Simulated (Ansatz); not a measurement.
**Bi2Se3: stress in a strained cell**

Aim: deform Bi2Se3 (equal xx and yy strain of +3 %) and compute stress, forces and field gradients with LAPW, PAW and all-electron datasets made for the crystal.

Program: Ansatz 0.2.0. Level of theory: DFT PBEsol, scalar-relativistic. These are calculated values, not measurements.

## 1. The system as given

It takes space group R-3m (No. 166, trigonal). The conventional cell has a = 4.143 Å, b = 4.143 Å, c = 28.636 Å, α = 90.00°, β = 90.00°, γ = 120.00°. Bi (site symmetry 3m) is surrounded by 6 Se at 2.85 to 3.07 Å. Se (site symmetry -3m) has 6 Bi at 3.07 Å as nearest neighbours. Se (site symmetry 3m) has 3 Bi at 2.85 Å as nearest neighbours.

As a file:

```xyz
5
Lattice="2.0715 1.1960 9.5453 -2.0715 1.1960 9.5453 0.0000 -2.3920 9.5453" Properties=species:S:1:pos:R:3 pbc="T T T"
Bi    0.0000    0.0000   11.4773
Bi    0.0000    0.0000   17.1587
Se    0.0000    0.0000    0.0000
Se    0.0000    0.0000    6.0622
Se    0.0000    0.0000   22.5738
```

Atoms are numbered in the order of the input: Bi1, Bi2, Se3, Se4, Se5.

## 2. After the deformation

Space group R-3m before, R-3m after.

## 3. LAPW, all electrons

Input file input.yaml:

```yaml
crystal:
  lattice:
    - [2.1336442757, 1.2318600969, 9.54533]
    - [-2.1336442757, 1.2318600969, 9.54533]
    - [0.0, -2.4637201939, 9.54533]
  atoms:
    - { symbol: Bi, position: [0.4008, 0.4008, 0.4008] }
    - { symbol: Bi, position: [0.5992, 0.5992, 0.5992] }
    - { symbol: Se, position: [0.0, 0.0, 0.0] }
    - { symbol: Se, position: [0.2117, 0.2117, 0.2117] }
    - { symbol: Se, position: [0.7883, 0.7883, 0.7883] }
kpoints:
  mp_grid: { grid: [6, 6, 6] }
  band_path:
    path:
      - [0.0, 0.0, 0.0]
      - [0.5, 0.5, 0.5]
      - [0.822230096, 0.177769904, 0.5]
      - [0.5, -0.177769904, 0.177769904]
      - [0.5, 0.0, 0.0]
      - [0.0, 0.0, 0.0]
      - [0.338884952, -0.338884952, 0.0]
      - [0.661115048, 0.0, 0.338884952]
      - [0.5, 0.0, 0.5]
    npoints: 5
scf:
  occupations: { method: fermi_dirac, width: 0.03 }
hamiltonian:
  xc: pbesol
  pseudopotentials: { kind: all_electron, lapw: { basis_error: 0.0005 } }
output:
  forces: true
  stress: true
  eigenvalues: true
```

Started as:

```bash
ansatz run input.yaml --threads 2 --pin off --max-ram 8192MiB --backend cpu --events-out ev --progress --plain --runs-dir out
```

## 4. PAW with frozen cores

Input file input.yaml:

```yaml
crystal:
  lattice:
    - [2.1336442757, 1.2318600969, 9.54533]
    - [-2.1336442757, 1.2318600969, 9.54533]
    - [0.0, -2.4637201939, 9.54533]
  atoms:
    - { symbol: Bi, position: [0.4008, 0.4008, 0.4008] }
    - { symbol: Bi, position: [0.5992, 0.5992, 0.5992] }
    - { symbol: Se, position: [0.0, 0.0, 0.0] }
    - { symbol: Se, position: [0.2117, 0.2117, 0.2117] }
    - { symbol: Se, position: [0.7883, 0.7883, 0.7883] }
kpoints:
  mp_grid: { grid: [6, 6, 6] }
scf:
  occupations: { method: fermi_dirac, width: 0.03 }
hamiltonian:
  xc: pbesol
  pseudopotentials: { kind: paw }
output:
  forces: true
  stress: true
  eigenvalues: true
  efg: { contact_densities: true }
```

## 5. All-electron PAW on datasets made for the crystal

input.yaml, as its differences from that of step 4:

```diff
@@ -17,3 +17,3 @@
   xc: pbesol
-  pseudopotentials: { kind: paw }
+  pseudopotentials: { kind: all_electron, datasets: crystal }
 output:
```

(Steps that only read results are left out.)

Before running it: what results should come out? Wanted: pressure; largest shear or deviatoric stress.

**Answer**, as computed:

| quantity | value |
| --- | --- |
| pressure | LAPW -3.59, PAW -3.60, crystal datasets -3.59 GPa |
| largest shear or deviatoric stress (LAPW) | 0.83 GPa |

**Reading.** The largest part of the stress beyond the pressure is 0.83 GPa in size, in the zz component; the atoms are carried along and not relaxed. No run of the undeformed cell stands beside it, so the pressure holds what the given cell had before the change. PAW: stress within 0.01 GPa of LAPW, forces within 1 meV/Å. Crystal datasets: stress within 0.01 GPa of LAPW, forces within 1 meV/Å. Spin-orbit coupling is left out, though the cell holds Bi; in elements this heavy it can shift bands and gaps by tenths of an eV.
